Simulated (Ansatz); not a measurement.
# C2H5BBrCl, SMILES BCC(Cl)Br: a geometry optimisation

Run with Ansatz's Python interface.

Contents of `c2h5bbrcl.xyz`:
```text
10

B    -1.42220    0.25120   -0.34290
C    -0.10200   -0.52030   -0.34240
C     0.98140    0.24220    0.37500
Cl    0.76830    0.34240    2.14030
Br    2.70660   -0.67650    0.10750
H    -2.01650    0.57590    0.65800
H    -1.93100    0.62220   -1.37710
H     0.24420   -0.67240   -1.40260
H    -0.26150   -1.48730    0.18190
H     1.11580    1.27150    0.00530
```

Script `run_opt.py`:
```python
"""Geometry optimisation of C2H5BBrCl."""

import argparse
import itertools

import ansatz
from ase.data import atomic_numbers, covalent_radii
import numpy as np

parser = argparse.ArgumentParser(description="Geometry optimisation of C2H5BBrCl.")
parser.add_argument("--basis", required=True, help="Gaussian basis set")
parser.add_argument("--functional", default="b3lyp", help="exchange-correlation functional")
parser.add_argument("--dispersion", required=True, help="dispersion correction")
args = parser.parse_args()


def main() -> None:
    c2h5bbrcl = ansatz.Crystal.molecule_from_extxyz("c2h5bbrcl.xyz")

    calc = c2h5bbrcl.calculation()
    calc = calc.basis(gaussian=args.basis).functional(args.functional, dispersion=args.dispersion)
    symbols = [site.symbol for site in c2h5bbrcl.cartesian_sites]
    start = np.array([site.position_ang for site in c2h5bbrcl.cartesian_sites], dtype=float)
    def progress(event):
        if event["event"] == "relax_step":
            row = event["data"]
            print(f"step {row['step']:3d}  E = {row['lagrangian_ev']:.6f} eV  largest force component {row['allowed_force_max_ev_ang']:.4f} eV/A")


    rep = calc.relax(force_tolerance=0.01).session().plan().execute(on_event=progress).report
    end = np.array(rep["positions_ang"])

    print("reference energy %16.6f eV" % rep["reference_energy_ev"])
    print("total energy     %16.6f eV" % rep["free_energy_ev"])
    print("occupied orbitals outside the frozen core (up, down):", rep["n_occupied"], " frozen:", rep["n_frozen"], " virtual:", rep["n_virtual"])

    # pairs closer than 1.2 times the sum of covalent radii, before or after
    radius = [covalent_radii[atomic_numbers[s]] for s in symbols]
    span = lambda where, i, j: np.linalg.norm(where[i] - where[j])
    bonded = [(i, j) for i, j in itertools.combinations(range(len(symbols)), 2) if min(span(start, i, j), span(end, i, j)) < 1.2 * (radius[i] + radius[j])]
    print("pair        before    after (A)")
    for i, j in bonded:
        print(f"{symbols[i]}{i}-{symbols[j]}{j}".ljust(10), f"{span(start, i, j):8.4f} {span(end, i, j):8.4f}")
    for first, second in list(itertools.combinations(bonded, 2)):
        shared = set(first) & set(second)
        if shared and symbols[(j := shared.pop())] != "H":
            i, k = sorted((set(first) | set(second)) - {j})
            u, v = end[i] - end[j], end[k] - end[j]
            angle = np.degrees(np.arccos(np.clip(u @ v / np.linalg.norm(u) / np.linalg.norm(v), -1, 1)))
            print(f"final angle {symbols[i]}{i}-{symbols[j]}{j}-{symbols[k]}{k}: {angle:.2f} deg")
    with open("c2h5bbrcl_opt.xyz", "w") as handle:
        handle.write(f"{len(symbols)}\nrelaxed C2H5BBrCl\n")
        handle.writelines(f"{s:2s} {x:11.6f} {y:11.6f} {z:11.6f}\n" for s, (x, y, z) in zip(symbols, end))


if __name__ == "__main__":
    main()
```

```console
$ python run_opt.py --basis def2-SVP --dispersion d4
step   1  E = -85387.019461 eV  largest force component 1.4343 eV/A
step   2  E = -85387.100207 eV  largest force component 0.7629 eV/A
step   3  E = -85387.150266 eV  largest force component 0.3009 eV/A
step   4  E = -85387.180501 eV  largest force component 0.3146 eV/A
step   5  E = -85387.216245 eV  largest force component 0.2974 eV/A
step   6  E = -85387.252995 eV  largest force component 0.1562 eV/A
step   7  E = -85387.275381 eV  largest force component 0.0879 eV/A
step   8  E = -85387.275064 eV  largest force component 0.3567 eV/A
step   9  E = -85387.283935 eV  largest force component 0.0727 eV/A
step  10  E = -85387.289059 eV  largest force component 0.2185 eV/A
step  11  E = -85387.300816 eV  largest force component 0.0563 eV/A
step  12  E = -85387.293015 eV  largest force component 0.5553 eV/A
step  13  E = -85387.304817 eV  largest force component 0.0318 eV/A
step  14  E = -85387.306236 eV  largest force component 0.1221 eV/A
step  15  E = -85387.302159 eV  largest force component 0.2431 eV/A
step  16  E = -85387.306979 eV  largest force component 0.0172 eV/A
step  17  E = -85387.307026 eV  largest force component 0.0051 eV/A
reference energy    -85386.895958 eV
total energy        -85387.307295 eV
occupied orbitals outside the frozen core (up, down): [37, 37]  frozen: 0  virtual: [80, 80]
pair        before    after (A)
B0-C1        1.5291   1.5666
B0-H5        1.2085   1.2062
B0-H6        1.2108   1.2061
C1-C2        1.5066   1.5129
C1-H7        1.1256   1.1120
C1-H8        1.1115   1.1028
C2-Cl3       1.7809   1.7988
C2-Br4       1.9728   1.9744
C2-H9        1.1019   1.0950
final angle C1-B0-H5: 121.30 deg
final angle C1-B0-H6: 119.35 deg
final angle B0-C1-C2: 115.36 deg
final angle B0-C1-H7: 104.09 deg
final angle B0-C1-H8: 112.22 deg
final angle H5-B0-H6: 119.20 deg
final angle C2-C1-H7: 109.19 deg
final angle C2-C1-H8: 110.43 deg
final angle C1-C2-Cl3: 110.16 deg
final angle C1-C2-Br4: 112.07 deg
final angle C1-C2-H9: 112.84 deg
final angle H7-C1-H8: 104.78 deg
final angle Cl3-C2-Br4: 110.38 deg
final angle Cl3-C2-H9: 106.46 deg
final angle Br4-C2-H9: 104.68 deg
```

File `c2h5bbrcl_opt.xyz` afterwards:
```text
10
relaxed C2H5BBrCl
B    -1.455444    0.297936   -0.339248
C    -0.067763   -0.426537   -0.399190
C     1.011884    0.167818    0.478366
Cl    0.551806    0.023096    2.211327
Br    2.770857   -0.671311    0.161666
H    -1.556747    1.424329    0.080066
H    -2.428747   -0.250540   -0.793588
H     0.237831   -0.338580   -1.464731
H    -0.155449   -1.511157   -0.220376
H     1.174872    1.233846    0.288707
```

Reading the output:
- Total energies depend on the basis set; only differences at equal settings carry meaning.
- The end point is the stationary point reached from this start; no frequency run checks that it is a minimum, and the basis set is modest.
- Total less reference energy is the dispersion correction.
- b3lyp holds the VWN-RPA fit, as in Gaussian; the form of ORCA and Turbomole is b3lyp5.
- Hardware and time: 2.3 min on 1 thread of Arm Neoverse V1, on a shared host, peak memory 0.38 GiB.
